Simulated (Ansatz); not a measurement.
Task: a ladder of methods at one geometry of F3Y, SMILES [F][Y]([F])[F], with the Ansatz DFT code, driven from Python. Give the script and its output. Level of theory (for the species named): MP2, def2-SVP basis, multiplicity 1. The script varies method: mp2, ccsd, ccsd_t.

```xyz
4

F     0.0982    0.5993    2.1615
Y    -0.5206   -0.2843   -0.2736
F     1.2130   -2.1086   -0.5019
F    -0.7351    1.7333   -1.4063
```

Script `methods_f3y.py`:
```python
'''F3Y at several levels of theory.'''

import ansatz as az


def main() -> None:
    geometry_ang = [
        ('F', [0.0982, 0.5993, 2.1615]),
        ('Y', [-0.5206, -0.2843, -0.2736]),
        ('F', [1.213, -2.1086, -0.5019]),
        ('F', [-0.7351, 1.7333, -1.4063]),
    ]
    f3y = az.Crystal.molecule()
    for symbol, xyz in geometry_ang:
        f3y = f3y.atom(symbol, xyz)

    calc = f3y.calculation().basis(gaussian='def2-SVP')

    methods = ['mp2', 'ccsd', 'ccsd_t']
    reports = [calc.correlation(m).run(threads=1).report for m in methods]
    print(f'Hartree-Fock reference {reports[0]["reference_energy_ev"] / 27.211386246:.6f} Ha')
    best = reports[-1]['free_energy_ev'] - reports[-1]['reference_energy_ev']
    for method, each in zip(methods, reports):
        gained = each['free_energy_ev'] - each['reference_energy_ev']
        print(f'{method:8s} total {each["free_energy_ev"] / 27.211386246:.6f} Ha  correlation {gained:9.4f} eV  ({100 * gained / best:.1f} % of the last)')


if __name__ == '__main__':
    main()
```

```console
$ python methods_f3y.py
Hartree-Fock reference -336.025947 Ha
mp2      total -336.762516 Ha  correlation  -20.0431 eV  (97.4 % of the last)
ccsd     total -336.766074 Ha  correlation  -20.1399 eV  (97.8 % of the last)
ccsd_t   total -336.782488 Ha  correlation  -20.5865 eV  (100.0 % of the last)
```

Notes:
- These settings explore the input space; basis and method may be short of convergence.
- The geometry is a force-field or estimated start, not a minimum of this method, and the basis set is short of its limit. A lower total doesn't mark the better method: functionals have no common bound, and MP2 and coupled cluster aren't variational.
- def2 sets replace the cores of elements past krypton by effective core potentials.
- Inner cores stay frozen; a filled d shell under the valence of the heavier atoms is correlated with it.
- The whole script took 13 s on 1 thread of Arm Neoverse V1 (shared host), peak memory 0.29 GiB.
